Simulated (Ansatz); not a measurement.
# BrH5Sn: the cost of one run

All numbers below are computed with Ansatz 0.2.0 (RKS PBE0/def2-SVP).

## (1) Starting point

Bond lengths: Sn1–Br2 3.023 Å, Sn1–H3 1.756 Å, Sn1–H4 1.704 Å, Sn1–H5 1.703 Å. Angles: Br2–Sn1–H3 103.5°, Br2–Sn1–H4 105.5°, Br2–Sn1–H5 105.5°, H3–Sn1–H4 110.4°, H3–Sn1–H5 110.4°, H4–Sn1–H5 120.0°.

Coordinates:

```xyz
7

Sn   -0.5063   -0.5638   -0.3114
Br    2.3312    0.4734   -0.4040
H    -0.4987   -1.8800   -1.4733
H    -0.7208   -1.1658    1.2678
H    -1.4770    0.7177   -0.8741
H     0.9009    1.2462    0.7591
H    -0.0294    1.1723    1.0359
```

## (2) A restrained relaxation towards end A

Springs on the bonds that form and break draw the guess towards this end; the thresholds are loose.

input.yaml

```yaml
crystal:
  periodic: [false, false, false]
  atoms:
    - { symbol: Sn, position_ang: [-0.5063, -0.5638, -0.3114] }
    - { symbol: Br, position_ang: [2.3312, 0.4734, -0.404] }
    - { symbol: H, position_ang: [-0.4987, -1.88, -1.4733] }
    - { symbol: H, position_ang: [-0.7208, -1.1658, 1.2678] }
    - { symbol: H, position_ang: [-1.477, 0.7177, -0.8741] }
    - { symbol: H, position_ang: [0.9009, 1.2462, 0.7591] }
    - { symbol: H, position_ang: [-0.0294, 1.1723, 1.0359] }
basis:
  gaussian: { orbitals: def2-SVP }
hamiltonian:
  xc: pbe0
relax:
  f_tol: 0.15
  max_steps: 25
  restrain:
    - { distance: [0, 6], at: 3.0, k: 30.0 }
    - { distance: [5, 1], at: 2.81, k: 30.0 }
    - { distance: [0, 1], at: 2.59, k: 30.0 }
    - { distance: [5, 6], at: 0.62, k: 30.0 }
```

Started as:

```bash
$ ansatz run input.yaml --threads 2 --pin off --max-ram 3072MiB --backend cpu --events-out ev --progress --plain --runs-dir out
```

What time and memory should one allow on 2 threads of AMD EPYC 7R13 (Zen 3), shared host?

About 11 s, with a peak of 0.21 GiB.
